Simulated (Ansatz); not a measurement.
# ClHOSn (SMILES [OH][Sn][Cl]): functionals against CCSD(T) at one geometry

The atoms stand at a structure displaced at random from a GFN2-xTB minimum. How far do the functionals agree with CCSD(T) there?

Method: single points in def2-TZVPP; program: Ansatz 0.2.0, Gaussian basis.

Correlated methods freeze the cores. Filled d shells of the heavier atoms are correlated. Core potentials replace the inner electrons past krypton, and spin-orbit coupling is left out. B3LYP uses VWN-RPA correlation.

### Step 1. The system as given

SMILES `[OH][Sn][Cl]`, 4 atoms, charge 0, spin multiplicity 1.

Atoms are counted from 1 here; the program's logs count them from 0.

Bond lengths: O1–Sn2 2.034 Å, O1–H4 0.935 Å, Sn2–Cl3 2.293 Å. Angles: Sn2–O1–H4 132.0°, O1–Sn2–Cl3 98.2°.

As a file:

```
O    -0.57500    0.49620   -0.62390
Sn   -0.19940   -0.73110    0.95350
Cl    2.07490   -0.89110    0.70980
H    -1.36260    0.89580   -0.93190
```

### Step 2. CCSD(T)/def2-TZVPP

Contents of run/in.yaml:

```yaml
crystal:
  periodic: [false, false, false]
  atoms:
    - {symbol: O, position_ang: [-0.575000, 0.496200, -0.623900]}
    - {symbol: Sn, position_ang: [-0.199400, -0.731100, 0.953500]}
    - {symbol: Cl, position_ang: [2.074900, -0.891100, 0.709800]}
    - {symbol: H, position_ang: [-1.362600, 0.895800, -0.931900]}
basis:
  gaussian: {orbitals: def2-TZVPP}
correlation: {method: ccsd_t}
output: {forces: true}
```

No record of the launch command was kept for these runs.

### Step 3. PBE0-D4/def2-TZVPP

run/in.yaml: that of step 2 with these lines changed.

```diff
@@ -9,3 +9,3 @@
   gaussian: {orbitals: def2-TZVPP}
-correlation: {method: ccsd_t}
-output: {forces: true}
+hamiltonian: {xc: pbe0, dispersion: d4}
+output: {forces: true, orbitals: {seedname: orbitals}}
```

### Step 4. wB97M-V/def2-TZVPP

run/in.yaml: that of step 3 with these lines changed.

```diff
@@ -9,3 +9,3 @@
   gaussian: {orbitals: def2-TZVPP}
-hamiltonian: {xc: pbe0, dispersion: d4}
-output: {forces: true, orbitals: {seedname: orbitals}}
+hamiltonian: {xc: {name: wB97M-V}}
+output: {forces: true}
```

### Step 5. r2SCAN-D4/def2-TZVPP

run/in.yaml: that of step 4 with these lines changed.

```diff
@@ -9,3 +9,3 @@
   gaussian: {orbitals: def2-TZVPP}
-hamiltonian: {xc: {name: wB97M-V}}
+hamiltonian: {xc: r2scan, dispersion: d4}
 output: {forces: true}
```

### Step 6. PBE-D4/def2-TZVPP

run/in.yaml: that of step 5 with these lines changed.

```diff
@@ -9,3 +9,3 @@
   gaussian: {orbitals: def2-TZVPP}
-hamiltonian: {xc: r2scan, dispersion: d4}
+hamiltonian: {xc: pbe, dispersion: d4}
 output: {forces: true}
```

### Step 7. B3LYP-D4/def2-TZVPP

run/in.yaml: that of step 6 with these lines changed.

```diff
@@ -9,3 +9,3 @@
   gaussian: {orbitals: def2-TZVPP}
-hamiltonian: {xc: pbe, dispersion: d4}
+hamiltonian: {xc: {name: B3LYP}, dispersion: d4}
 output: {forces: true}
```

### Step 8. HSE06-D4/def2-TZVPP

run/in.yaml: that of step 7 with these lines changed.

```diff
@@ -9,3 +9,3 @@
   gaussian: {orbitals: def2-TZVPP}
-hamiltonian: {xc: {name: B3LYP}, dispersion: d4}
+hamiltonian: {xc: hse06, dispersion: d4}
 output: {forces: true}
```

(Steps that only read results are left out.)

Before running it: what results should come out? Wanted: energy less free atoms, CCSD(T)/def2-TZVPP; RMS force component; RMS force error; HOMO and LUMO, PBE0-D4; T1 diagnostic.

As calculated:

| quantity | value |
| --- | --- |
| energy less free atoms, CCSD(T)/def2-TZVPP | -1171.3 kJ/mol |
| RMS force component | 0.974 to 1.107 eV/Å over the methods |
| RMS force error | PBE0-D4 0.063, wB97M-V 0.049, r2SCAN-D4 0.084, PBE-D4 0.295, B3LYP-D4 0.207, HSE06-D4 0.063 eV/Å |
| HOMO and LUMO, PBE0-D4 | -7.48 and -2.48 eV |
| T1 diagnostic | 0.017 |

What this shows: Against CCSD(T) the functionals' energies less atoms differ by -87.9 to -29.4 kJ/mol, PBE-D4 by -87.9 kJ/mol. The reference is not at the basis limit: in triple zeta CCSD(T) underbinds, which counts against methods that bind more; the gaps are no ranking. The forces of wB97M-V come nearest to CCSD(T), those of PBE-D4 are farthest. Frozen-core CCSD(T) forces in triple zeta carry basis errors of their own, and this is one geometry, so small gaps rank nothing.
